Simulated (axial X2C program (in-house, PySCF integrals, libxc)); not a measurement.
**LaC⁺: properties at the nuclei**

Wanted for LaC⁺: properties at the nuclei, at the two-component level.

Computed with an in-house X2C program for linear molecules on PySCF integrals. Level: two-component X2C with atomic mean-field terms, La dyall-cv3z, C dyall-v3z.

All values are calculated.

## (1) Input

File task.json:

```json
{
 "zs": [
  57,
  6
 ],
 "q": 1,
 "bas": [
  "dyall-cv3z",
  "dyall-v3z"
 ],
 "r0": 2.06,
 "levels": [
  "PBE0",
  "HF",
  "PBE",
  "BP86",
  "LDA"
 ],
 "nst": 3
}
```

Keys: zs atomic numbers; q charge; bas basis sets; r0 starting distance in Å; levels methods (HF also brings MP2); nst determinants followed.

Started as:

```sh
python soeom.py task.json out
```

Nuclei are Gaussian, cores are contracted, and the Gaunt term is on.

## (2) Expectation values, lowest determinant

R = 2.048 Å. State: Ω = 2 (excess of +ω over −ω: ω = 1/2, ω = 3/2).

Output of the PBE0 run:

```text
two-component X2C + atomic mean field  PBE0
basis functions 195  fitting functions 984  grid points 5079
iter        total energy     max residual
   1      -8526.369299594     9.04e-01
   2      -8526.539642807     4.23e-03
   3      -8526.539946378     3.03e-03
   4      -8526.539950553     1.49e-03
   5      -8526.540000685     4.11e-04
   6      -8526.540001832     2.46e-04
   7      -8526.540002497     4.18e-05
   8      -8526.540002549     1.97e-05
   9      -8526.540002573     1.16e-05
  10      -8526.540002575     2.91e-06
converged
one-electron -11782.45641983  Coulomb 3383.77729096  exact exchange -51.89054561  xc functional -158.73523252  nuclear repulsion 88.36846003  atomic mean-field constant -5.60355560
```

The highest occupied spinor is 48% La d, 47% C p, 2% La f.

| level | Eeff magnitude (GV/cm) | Ws magnitude La (kHz) | A∥/gI La (MHz) | qzz La (a.u.) | A∥/gI C (MHz) | qzz C (a.u.) |
| --- | --- | --- | --- | --- | --- | --- |
| PBE0 | 0.11 | 0.163 | 69.8 | -1.97 | 68.7 | 0.07 |
| HF | 1.15 | 0.152 | 117 | -1.60 | 62.8 | -0.04 |
| PBE | 0.228 | 0.257 | 80.3 | -2.28 | 72.5 | 0.09 |
| BP86 | 0.305 | 0.28 | 94.5 | -2.32 | 74 | 0.09 |
| LDA | 0.222 | 0.251 | 91.5 | -2.47 | 74.9 | 0.09 |

Eeff is the effective electric field on the electron dipole moment in this Ω state and Ws the scalar–pseudoscalar constant (defined with the proton number Z and per Ω); A∥ is the parallel hyperfine constant, which follows by multiplying with the nuclear g factor gI = μI/(I μN); qzz is the electric field gradient, eQq0 = 234.96 MHz × Q/barn × qzz. The operators were transformed with the bare-nucleus X2C matrices.

## (3) Expectation values, a higher determinant

R = 2.048 Å. State: Ω = 1 (excess of +ω over −ω: ω = -1/2, ω = 3/2), 0.27 eV above the lowest in the PBE0 search for states (made at or near this distance, with looser thresholds).

Output of the PBE0 run:

```text
two-component X2C + atomic mean field  PBE0
basis functions 195  fitting functions 984  grid points 5079
iter        total energy     max residual
   1      -8526.359355527     7.95e-01
   2      -8526.529757114     4.39e-03
   3      -8526.530071094     2.98e-03
   4      -8526.530078078     1.53e-03
   5      -8526.530126647     3.79e-04
   6      -8526.530127612     2.36e-04
   7      -8526.530128187     3.72e-05
   8      -8526.530128200     1.90e-05
   9      -8526.530128203     3.72e-06
converged
one-electron -11782.38546551  Coulomb 3383.69986303  exact exchange -51.88514493  xc functional -158.72428523  nuclear repulsion 88.36846003  atomic mean-field constant -5.60355560
```

The highest occupied spinor is 53% C p, 41% La d, 3% La f.

| level | Eeff magnitude (GV/cm) | Ws magnitude La (kHz) | A∥/gI La (MHz) | qzz La (a.u.) | A∥/gI C (MHz) | qzz C (a.u.) |
| --- | --- | --- | --- | --- | --- | --- |
| PBE0 | 0.552 | 0.398 | -17.1 | -1.84 | -30.9 | 0.08 |
| HF | 0.545 | 0.4 | 75.3 | -0.96 | -66 | -0.04 |
| PBE | 0.958 | 0.656 | -34.7 | -2.16 | -29.6 | 0.10 |
| BP86 | 0.95 | 0.65 | -51 | -2.22 | -28.8 | 0.09 |
| LDA | 1.06 | 0.714 | -55.3 | -2.34 | -23.4 | 0.11 |

## (4) Expectation values, a higher determinant

R = 2.048 Å. State: Ω = 1 (excess of +ω over −ω: 2 × ω = 1/2), 0.31 eV above the lowest in the PBE0 search for states (made at or near this distance, with looser thresholds).

Output of the PBE0 run:

```text
two-component X2C + atomic mean field  PBE0
basis functions 195  fitting functions 984  grid points 5079
iter        total energy     max residual
   1      -8526.357954714     7.54e-01
   2      -8526.528352691     4.23e-03
   3      -8526.528664966     2.97e-03
   4      -8526.528671871     1.53e-03
   5      -8526.528720052     3.79e-04
   6      -8526.528721007     2.32e-04
   7      -8526.528721567     3.68e-05
   8      -8526.528721579     1.89e-05
   9      -8526.528721581     3.05e-06
converged
one-electron -11782.36053481  Coulomb 3383.67619101  exact exchange -51.88520798  xc functional -158.72407423  nuclear repulsion 88.36846003  atomic mean-field constant -5.60355560
```

The highest occupied spinor is 53% C p, 41% La d, 3% La f.

| level | Eeff magnitude (GV/cm) | Ws magnitude La (kHz) | A∥/gI La (MHz) | qzz La (a.u.) | A∥/gI C (MHz) | qzz C (a.u.) |
| --- | --- | --- | --- | --- | --- | --- |
| PBE0 | 0.53 | 0.393 | 229 | -1.83 | 193 | 0.08 |
| HF | 0.602 | 0.298 | 54.3 | -0.98 | 180 | 0.02 |
| PBE | 0.92 | 0.636 | 267 | -2.15 | 198 | 0.10 |
| BP86 | 0.922 | 0.636 | 285 | -2.20 | 197 | 0.10 |
| LDA | 1.02 | 0.7 | 289 | -2.33 | 199 | 0.11 |

## (5) Summary of results

| quantity | value |
| --- | --- |
| lowest determinant | Ω = 2 (excess of +ω over −ω: ω = 1/2, ω = 3/2) |
| Eeff magnitude (GV/cm), PBE0 | 0.11 |
| Ws magnitude La (kHz), PBE0 | 0.163 |
| A∥/gI La (MHz), PBE0 | 69.8 |
| qzz La (a.u.), PBE0 | -1.97 |
| higher determinant | Ω = 1 (excess of +ω over −ω: ω = -1/2, ω = 3/2) |
| Eeff magnitude (GV/cm), PBE0, higher determinant | 0.552 |
| Ws magnitude La (kHz), PBE0, higher determinant | 0.398 |
| A∥/gI La (MHz), PBE0, higher determinant | -17.1 |
| qzz La (a.u.), PBE0, higher determinant | -1.84 |
| higher determinant | Ω = 1 (excess of +ω over −ω: 2 × ω = 1/2) |
| Eeff magnitude (GV/cm), PBE0, higher determinant | 0.53 |
| Ws magnitude La (kHz), PBE0, higher determinant | 0.393 |
| A∥/gI La (MHz), PBE0, higher determinant | 229 |
| qzz La (a.u.), PBE0, higher determinant | -1.83 |

In words: In the first state, the effective field runs from 0.11 to 1.15 GV/cm over the mean-field levels, so the levels don't agree on it. The expectation values come from single determinants, which for open shells can mix terms of unlike spin or miss the lowest Ω, so a determinant need not be a state. Eeff is the effective electric field on the electron dipole moment in this Ω state and Ws the scalar–pseudoscalar constant (defined with the proton number Z and per Ω); A∥ is the parallel hyperfine constant, which follows by multiplying with the nuclear g factor gI = μI/(I μN); qzz is the electric field gradient, eQq0 = 234.96 MHz × Q/barn × qzz. The operators were transformed with the bare-nucleus X2C matrices.
